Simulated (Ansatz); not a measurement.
# Scaling over threads: LDA molecular dynamics, YbAl2Ni (Cmcm)

The runs below are of Ansatz 0.2.0 on an Intel Xeon 6975P-C node (Granite Rapids, 96 cores, 192 hardware threads, 360 GiB), one at a time and with no other job on the machine; times are wall-clock times from launch to exit. Times and memory are rounded to two significant figures, and ratios are formed from the unrounded values. A row is a single run, so small differences between rows aren't established. System services beside the runs took up to 2 cores (rounded up). Precision is the program's default, which can work at lower precision in parts of a run.

Commands are shown without the flags for output files and display.

The PAW files were made with PBE. For this functional the program regenerates the frozen cores at set-up.

```
atoms                                                              : 8
valence electrons                                                  : 96
cell volume                                                        : 143.6 Å³
cutoff                                                             : 450 eV
k mesh                                                             : 5×5×3
k points solved                                                    : 38
symmetry operations used (translations within a supercell counted) : 1
plane waves at Γ                                                   : 3111
dense FFT grid                                                     : 40×40×50
bands at the start                                                 : 58
spin                                                               : none
first density                                                      : superposed atoms
```

The input file:

```yaml
crystal:
  lattice:
    - [2.050930, -4.905890, 0.000000]
    - [2.050930, 4.905890, 0.000000]
    - [0.000000, 0.000000, 7.136157]
  atoms:
    - { symbol: Yb, position: [0.446486, 0.553514, 0.750000] }
    - { symbol: Yb, position: [0.553514, 0.446486, 0.250000] }
    - { symbol: Al, position: [0.836856, 0.163144, 0.443004] }
    - { symbol: Al, position: [0.163144, 0.836856, 0.556996] }
    - { symbol: Al, position: [0.163144, 0.836856, 0.943004] }
    - { symbol: Al, position: [0.836856, 0.163144, 0.056996] }
    - { symbol: Ni, position: [0.719953, 0.280047, 0.750000] }
    - { symbol: Ni, position: [0.280047, 0.719953, 0.250000] }
kpoints:
  mp_grid: { grid: [5, 5, 3] }
basis: { ecutwfc: 450 }
hamiltonian:
  xc: lda
scf:
  occupations: { method: methfessel_paxton, width: 0.2 }
md: { ensemble: nvt_langevin, temperature: 300, timestep: 1.0, n_steps: 30, initial_velocities: maxwell_boltzmann, seed: 1 }
```

Commands:

```bash
ansatz run input.yaml --threads 8 --backend cpu
ansatz run input.yaml --threads 16 --backend cpu
ansatz run input.yaml --threads 32 --backend cpu
ansatz run input.yaml --threads 48 --backend cpu
ansatz run input.yaml --backend cpu
```

| threads | wall time | speed-up | efficiency | SCF clock | outside it | CPU time | SCF iterations | peak memory (GiB) | workers pinned | steps logged | remarks |
| --- | --- | --- | --- | --- | --- | --- | --- | --- | --- | --- | --- |
| 8 | 63 s | 1.0 | 100 % | 62 s | 0.34 s | 8.0 min | 303 | 1.1 | no | 31 | workers unbound |
| 32 | 25 s | 2.5 | 62 % | 25 s | 0.35 s | 12 min | 306 | 2.1 | no | 31 | workers unbound |
| 48 | 24 s | 2.7 | 44 % | 23 s | 0.45 s | 16 min | 309 | 2.3 | no | 31 | workers unbound |
| 96 | 16 s | 3.9 | 32 % | 16 s | 0.63 s | 19 min | 308 | 2.8 | yes | 31 |  |

The SCF clock is the program's own. It runs from the start of the first SCF loop to the final result and holds forces, stress, later SCFs and response steps. Outside it lie start-up, exit and the set-up ahead of the first loop, which depends on the cell and the method.

SCF iterations are those that the program logged, summed over all steps and exchange cycles of a run; an SCF made in search of a lower state can go uncounted. Steps are those that the program logged, the start of a trajectory included. For molecular dynamics the program switches the space group off, so only time reversal reduces the mesh.

«workers unbound»: the program didn't bind its workers to cores in this run.

Speed-up and efficiency count from the run on 8 threads. What limits the scaling wasn't traced.

The workers were bound to cores in some of these runs and not in others, so the runs aren't quite one series.

Question: What is the wall time on 16 threads?

Answer: It took 37 s, a speed-up of 1.7 and an efficiency of 86 %, with 8.9 min of CPU time. It counts 307 SCF iterations, against 303. Remarks: workers unbound.
